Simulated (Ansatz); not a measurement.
Below is the output of a Python script on the Python package of Ansatz (0.2.0) that makes a ladder of methods at one geometry of CH7Al2NO, SMILES N[CH]([AlH2])[AlH][OH]. Write a script that gives it. Use (for the species named): B3LYP, cc-pVDZ basis, multiplicity 1. The script varies functional: b3lyp, lda, hf, revpbe, lc_wpbe, cam_b3lyp.

```xyz
12

N    -1.2536    0.3111    0.9889
C    -0.2723   -0.5543    0.4863
Al    1.5352   -0.0007    1.0744
Al   -0.2350   -0.6137   -1.5117
O    -0.0180    0.8946   -2.5011
H    -1.3066    0.3326    2.0209
H    -1.0299    1.3380    0.7078
H    -0.4295   -1.5595    0.8581
H     1.9004    0.1121    2.6896
H     2.6811    0.3920    0.0338
H    -0.5925   -2.0101   -2.2305
H    -0.9022    1.3026   -2.5823
```

```console
$ python methods.py
functional    E (Ha)        dipole (D)   HOMO (eV)  LUMO (eV)
b3lyp         -657.177389     1.853      -5.292     -1.952
lda           -653.618023     2.111      -4.462     -2.746
hf            -655.074698     1.717      -8.361      0.929
revpbe        -656.971625     1.999      -4.323     -2.383
lc_wpbe       -656.858160     1.693      -8.083      0.255
cam_b3lyp     -657.059086     1.748      -6.768     -0.824
```

One script that gives this output:

`methods.py`:
```python
'''CH7Al2NO at several levels of theory.'''

from pathlib import Path

import ansatz as az
import numpy as np

BASIS_SET = 'cc-pVDZ'

GEOMETRY = '''
N    -1.25360    0.31110    0.98890
C    -0.27230   -0.55430    0.48630
Al    1.53520   -0.00070    1.07440
Al   -0.23500   -0.61370   -1.51170
O    -0.01800    0.89460   -2.50110
H    -1.30660    0.33260    2.02090
H    -1.02990    1.33800    0.70780
H    -0.42950   -1.55950    0.85810
H     1.90040    0.11210    2.68960
H     2.68110    0.39200    0.03380
H    -0.59250   -2.01010   -2.23050
H    -0.90220    1.30260   -2.58230
'''

system = az.Crystal.molecule()
for line in GEOMETRY.strip().splitlines():
    symbol, *xyz = line.split()
    system = system.atom(symbol, [float(v) for v in xyz])

setup = system.calculation().basis(gaussian=BASIS_SET)

print('functional    E (Ha)        dipole (D)   HOMO (eV)  LUMO (eV)')
for name in ['b3lyp', 'lda', 'hf', 'revpbe', 'lc_wpbe', 'cam_b3lyp']:
    rep = setup.functional(name).forces().orbitals().run(runs_dir='runs').report
    lines = Path(rep['orbitals_path']).read_text().splitlines()
    field_of = lambda key: [line.split('=')[1].strip() for line in lines if line.startswith(key)]
    orbitals = [(27.211386 * float(e), s, float(n)) for e, s, n in zip(field_of('Ene='), field_of('Spin='), field_of('Occup='))]
    homo = max(e for e, _, n in orbitals if n > 0.5)
    lumo = min(e for e, _, n in orbitals if n < 0.5)
    dipole = 4.803205 * np.linalg.norm(rep['charge_distribution']['dipole_moment_e_ang'])
    print(f'{name:10s} {rep["free_energy_ev"] / 27.211386246:14.6f} {dipole:9.3f} {homo:11.3f} {lumo:10.3f}')
```

Total energies depend on the basis set; only differences at equal settings carry meaning. The geometry is a force-field or estimated start, not a minimum of this method, and the basis set is short of its limit. A lower total doesn't mark the better method: functionals have no common bound, and MP2 and coupled cluster aren't variational. b3lyp holds the VWN-RPA fit, as in Gaussian; the form of ORCA and Turbomole is b3lyp5. Levels such as HOMO and LUMO are orbital energies: with these approximate functionals they aren't the ionisation energy and electron affinity, and their gap isn't the fundamental gap. For Al to Cl the sets with a tight d function, cc-pV(X+d)Z, are usual. Timing: 33 s on 1 thread of Arm Neoverse V1, on a shared host, peak memory 0.36 GiB.
